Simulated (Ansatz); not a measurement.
**C₂H₁₀ClGeNSi: shape, modes and thermochemistry**

Aim: relax C₂H₁₀ClGeNSi from a cheap starting geometry, then compute its harmonic vibrations to see whether it is a minimum and to get the zero-point energy and entropy.

Computed with Ansatz 0.2.0, Gaussian basis. Level: RKS PBE0-D4/def2-TZVP.

The runs, in order: relaxation at PBE0-D4/def2-TZVP; harmonic vibrations at the same level.

1 further run of the same task is left out (set aside as unsound or not needed).

### Step 1. Starting geometry

SMILES `CC[N]([GeH3])[SiH2]Cl`, 16 atoms, charge 0, spin multiplicity 1.

Atoms are counted from 1 here; the program's logs count them from 0.

Bond lengths: C1–C2 1.524 Å, C1–H7 1.087 Å, C1–H8 1.090 Å, C1–H9 1.087 Å, C2–N3 1.451 Å, C2–H10 1.094 Å, C2–H11 1.095 Å, N3–Ge4 1.855 Å, N3–Si5 1.712 Å, Ge4–H12 1.494 Å, Ge4–H13 1.497 Å, Ge4–H14 1.503 Å, Si5–Cl6 2.016 Å, Si5–H15 1.462 Å, Si5–H16 1.464 Å. Angles: C2–C1–H7 110.5°, C2–C1–H8 109.5°, C2–C1–H9 110.2°, H7–C1–H8 109.0°, H7–C1–H9 109.1°, H8–C1–H9 108.5°, C1–C2–N3 112.1°, C1–C2–H10 109.8°, C1–C2–H11 109.1°, N3–C2–H10 108.9°, N3–C2–H11 108.9°, H10–C2–H11 108.0°, C2–N3–Ge4 118.8°, C2–N3–Si5 119.4°, Ge4–N3–Si5 120.9°, N3–Ge4–H12 110.1°, N3–Ge4–H13 111.4°, N3–Ge4–H14 103.5° and more.

The start is a GFN2-xTB geometry.

### Step 2. Geometry optimisation, PBE0-D4/def2-TZVP

File in.yaml:

```yaml
crystal:
  periodic: [false, false, false]
  atoms:
    - {symbol: C, position_ang: [-0.296270, -1.966230, -0.098100]}
    - {symbol: C, position_ang: [0.722440, -0.939030, 0.379650]}
    - {symbol: N, position_ang: [0.260430, 0.422280, 0.180670]}
    - {symbol: Ge, position_ang: [0.432670, 1.187630, -1.499940]}
    - {symbol: Si, position_ang: [-0.665840, 1.183170, 1.403180]}
    - {symbol: Cl, position_ang: [-1.162000, 2.920070, 0.507340]}
    - {symbol: H, position_ang: [0.085390, -2.974680, 0.041720]}
    - {symbol: H, position_ang: [-0.503020, -1.808310, -1.156420]}
    - {symbol: H, position_ang: [-1.225780, -1.858180, 0.455610]}
    - {symbol: H, position_ang: [0.931120, -1.091170, 1.442560]}
    - {symbol: H, position_ang: [1.657920, -1.079620, -0.172330]}
    - {symbol: H, position_ang: [1.142170, 2.497960, -1.397940]}
    - {symbol: H, position_ang: [-0.897800, 1.338150, -2.170320]}
    - {symbol: H, position_ang: [1.281100, 0.200590, -2.250880]}
    - {symbol: H, position_ang: [0.148720, 1.470720, 2.583240]}
    - {symbol: H, position_ang: [-1.911230, 0.496640, 1.751980]}
basis:
  gaussian: {orbitals: def2-TZVP}
hamiltonian: {xc: pbe0, dispersion: d4}
relax: {f_tol: 0.005, max_steps: 150}
```

Further steps of the session: Force constants and modes.

Before running them: what should the planned runs give, taken together? Wanted: point group; shift from the start; total energy; dispersion term; dipole moment; lowest, highest wavenumber; zero-point energy.

**Answer**, as computed:

```
                  quantity            value
               point group               C1
                     steps               35
shift from the start (rms)          1.046 Å
              total energy   -80631.1154 eV
           dispersion term         -400 meV
             dipole moment           2.16 D
lowest, highest wavenumber    35, 3136 cm⁻¹
         zero-point energy     303.6 kJ/mol
       entropy at 298.15 K  425.7 J/(mol K)
```

In words: The atoms moved 1.05 Å (rms) from the start; the bond that changed most is Si5–Cl6, from 2.016 to 2.075 Å. No mode is imaginary: a true minimum at this level. The stiffest mode, 3136 cm⁻¹, is a C–H stretch, and 5 modes under 200 cm⁻¹ make the vibrational entropy uncertain. Harmonic hybrid wavenumbers usually lie a few per cent above measured fundamentals. The largest Mulliken charge, +0.37 e, sits on Si5.
